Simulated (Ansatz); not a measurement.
# C3H9InO: a ladder of functionals and wavefunction methods

An exercise on one series of results from a longer session: the logs are not shown, and one member is left open.

Method: functionals in def2-TZVPP, the program's frozen cores in correlated methods; program: Ansatz 0.2.0, Gaussian basis.

The runs, in order: PBE-D4, r2SCAN-D4, PBE0-D4, B3LYP-D4, ωB97X-V, ωB97M-V, B2PLYP; CCSD(T)/def2-TZVPP; MP2/def2-QZVPP; extrapolation to the limit.

### The geometry

All runs share one geometry, relaxed beforehand with PBE0-D4 in a triple-zeta def2 set. In takes the def2 core potential; no spin-orbit term is included.

SMILES `CC[O][InH][CH3]`, 14 atoms, charge 0, spin multiplicity 1.

Atoms are counted from 1 here; the program's logs count them from 0.

Bond lengths: C1–C2 1.515 Å, C1–H6 1.094 Å, C1–H7 1.094 Å, C1–H8 1.094 Å, C2–O3 1.395 Å, C2–H9 1.101 Å, C2–H10 1.101 Å, O3–In4 1.995 Å, In4–C5 2.133 Å, In4–H11 1.713 Å, C5–H12 1.091 Å, C5–H13 1.090 Å, C5–H14 1.091 Å. Angles: C2–C1–H6 110.5°, C2–C1–H7 111.3°, C2–C1–H8 111.3°, H6–C1–H7 107.8°, H6–C1–H8 107.8°, H7–C1–H8 108.0°, C1–C2–O3 115.4°, C1–C2–H9 108.7°, C1–C2–H10 108.7°, O3–C2–H9 108.7°, O3–C2–H10 108.7°, H9–C2–H10 106.1°, C2–O3–In4 131.9°, O3–In4–C5 106.0°, O3–In4–H11 118.0°, C5–In4–H11 136.0°, In4–C5–H12 110.6°, In4–C5–H13 108.3° and more.

The first run:

File in.yaml:

```yaml
crystal:
  periodic: [false, false, false]
  atoms:
    - {symbol: C, position_ang: [-0.936805, -1.939092, -0.764192]}
    - {symbol: C, position_ang: [0.503761, -1.664352, -0.386002]}
    - {symbol: O, position_ang: [0.770128, -0.366873, 0.052194]}
    - {symbol: In, position_ang: [-0.402991, 1.231122, 0.275622]}
    - {symbol: C, position_ang: [0.859673, 2.789889, 1.001500]}
    - {symbol: H, position_ang: [-1.055885, -2.975015, -1.093886]}
    - {symbol: H, position_ang: [-1.607777, -1.778441, 0.085393]}
    - {symbol: H, position_ang: [-1.264228, -1.287781, -1.580499]}
    - {symbol: H, position_ang: [1.145082, -1.883369, -1.253340]}
    - {symbol: H, position_ang: [0.803652, -2.371893, 0.402005]}
    - {symbol: H, position_ang: [-2.061589, 1.071845, -0.120737]}
    - {symbol: H, position_ang: [0.868647, 3.631859, 0.307812]}
    - {symbol: H, position_ang: [1.868928, 2.392533, 1.104109]}
    - {symbol: H, position_ang: [0.509382, 3.149567, 1.970030]}
basis:
  gaussian: {orbitals: def2-TZVPP}
hamiltonian: {xc: pbe, dispersion: d4}
output: {forces: true, orbitals: {seedname: orbitals}}
```

Command:

```sh
ansatz run in.yaml --threads 2 --pin off --events-out ev --progress --plain --max-ram 32768MiB --backend cuda --devices 0, --max-vram 18GiB
```

Among the steps run: PBE-D4 (GGA); r2SCAN-D4 (meta-GGA); PBE0-D4 (hybrid); B3LYP-D4 (hybrid); ωB97X-V (range-separated); ωB97M-V (range-separated); B2PLYP (double hybrid); CCSD(T) in def2-TZVPP; MP2 in def2-QZVPP.

One table of the session follows, with a row left open; its other results are not shown here.

It belongs to the step «Atomisation energies». 

```
            method  atomisation energy (kcal/mol)
            PBE-D4                         1197.7
         r2SCAN-D4                         1183.2
           PBE0-D4                         1180.4
          B3LYP-D4                         1177.6
           ωB97X-V                         1184.2
           ωB97M-V                         1183.6
            B2PLYP                         1166.8
     HF/def2-TZVPP                          865.1
    MP2/def2-TZVPP                         1165.8
   CCSD/def2-TZVPP                              ?
CCSD(T)/def2-TZVPP                         1157.0
           MP2/CBS                         1193.7
       CCSD(T)/CBS                         1184.8
```

Q: Estimate the row for CCSD/def2-TZVPP from the others.

**Answer.** atomisation energy (kcal/mol): 1141.2. In the column «atomisation energy (kcal/mol)» it lies between HF/def2-TZVPP (865.1) and CCSD(T)/def2-TZVPP (1157.0).
